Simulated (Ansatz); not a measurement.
# CH7ClOSi2: the cost of one run

All numbers below are computed with Ansatz 0.2.0 (RKS r2SCANh-D4/STO-3G).

## (1) Starting point

Bond lengths: O1–Si2 1.613 Å, Si2–C3 1.818 Å, C3–Si4 1.917 Å, C3–Cl5 1.772 Å, O1–H6 1.045 Å, Si2–H7 1.477 Å, Si2–H8 1.468 Å, C3–H9 1.150 Å, Si4–H10 1.435 Å, Si4–H11 1.488 Å, Si4–H12 1.470 Å. Angles (14 of 19 angles, heavy atoms first): O1–Si2–C3 112.7°, Si2–C3–Si4 108.8°, Si2–C3–Cl5 110.7°, Si4–C3–Cl5 108.4°, O1–Si2–H7 108.6°, O1–Si2–H8 107.4°, C3–Si2–H7 110.4°, C3–Si2–H8 109.8°, Si2–O1–H6 115.7°, Si2–C3–H9 113.3°, Si4–C3–H9 109.2°, Cl5–C3–H9 106.3°, C3–Si4–H10 110.6°, C3–Si4–H11 107.5°.

Structure file:

```xyz
12

O    -2.5982   -0.1238    0.5247
Si   -1.1743   -0.5228   -0.1188
C     0.2030    0.4440    0.5687
Si    1.8287   -0.0988   -0.2905
Cl   -0.0360    2.1744    0.2713
H    -2.9250    0.8506    0.3346
H    -1.2505   -0.3402   -1.5823
H    -0.9587   -1.9511    0.1414
H     0.3187    0.3244    1.7069
H     2.9473    0.6246    0.2423
H     2.0134   -1.5512   -0.0242
H     1.7084    0.1146   -1.7399
```

## (2) End point A

Input file input.yaml:

```yaml
crystal:
  periodic: [false, false, false]
  atoms:
    - { symbol: O, position_ang: [-2.5982, -0.1238, 0.5247] }
    - { symbol: Si, position_ang: [-1.1743, -0.5228, -0.1188] }
    - { symbol: C, position_ang: [0.203, 0.444, 0.5687] }
    - { symbol: Si, position_ang: [1.8287, -0.0988, -0.2905] }
    - { symbol: Cl, position_ang: [-0.036, 2.1744, 0.2713] }
    - { symbol: H, position_ang: [-2.925, 0.8506, 0.3346] }
    - { symbol: H, position_ang: [-1.2505, -0.3402, -1.5823] }
    - { symbol: H, position_ang: [-0.9587, -1.9511, 0.1414] }
    - { symbol: H, position_ang: [0.3187, 0.3244, 1.7069] }
    - { symbol: H, position_ang: [2.9473, 0.6246, 0.2423] }
    - { symbol: H, position_ang: [2.0134, -1.5512, -0.0242] }
    - { symbol: H, position_ang: [1.7084, 0.1146, -1.7399] }
basis:
  gaussian: { orbitals: STO-3G }
hamiltonian:
  xc: r2scanh
  dispersion: d4
relax:
  f_tol: 0.015
  max_steps: 40
```

On the command line:

```bash
ansatz run input.yaml --threads 1 --pin off --max-ram 2048MiB --backend cpu --events-out ev --progress --plain --runs-dir out
```

What time and memory should one allow on 1 thread of Arm Neoverse V1, shared host?

About 58 s, with a peak of 0.17 GiB.
